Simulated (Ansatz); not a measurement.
HZn (charge -1), vertical spin-state energies

Program: the Python package of Ansatz (0.2.0).

Notebook, run cell by cell (the value of a cell's last expression is shown):

In [1]:
```python
import ansatz as az

system = (
    az.Crystal.molecule()
    .atom('Zn', (0.0, 0.0, 0.0))
    .atom('H', (0.0, 0.0, 1.61))
)
```

In [2]:
```python
base = system.calculation()
base = base.basis(gaussian='def2-TZVP')
base = base.functional('r2scan').charge(-1)
base = base.scf(lower_state_search='standard')
found = {}
for unpaired in [0, 2]:
    summary = base.spin('collinear', total=unpaired).run(threads=1, pin='off').report
    s = unpaired / 2
    found[unpaired] = summary['free_energy_ev']
    print(f'2S+1 = {unpaired + 1}: E = {found[unpaired]:.5f} eV, <S^2> = {abs(summary["mean_field"]["state"]["spin_squared"]):.3f} (pure state {s * (s + 1):.2f})')
lowest = min(found, key=found.get)
for unpaired, e in found.items():
    print(f'multiplicity {unpaired + 1}: {96.485332 * (e - found[lowest]):.1f} kJ/mol above the lowest')
```
```text
2S+1 = 1: E = -48434.48207 eV, <S^2> = 0.000 (pure state 0.00)
2S+1 = 3: E = -48433.47561 eV, <S^2> = 2.006 (pure state 2.00)
multiplicity 1: 0.0 kJ/mol above the lowest
multiplicity 3: 97.1 kJ/mol above the lowest
```

In order: multiplicity 1 (+0.00 eV) and multiplicity 3 (+1.01 eV), all at the one geometry.

Notes:
- These settings explore the input space; basis and method may be short of convergence.
- The geometry is a force-field or estimated start, not a minimum of this method, and the basis set is short of its limit. All parts are taken at fixed geometry, without zero-point energy.
- Anions want diffuse functions, which this basis lacks.
- Wall time of the script: 8 s on 1 thread of Arm Neoverse V2, on a shared host, peak memory 0.19 GiB.
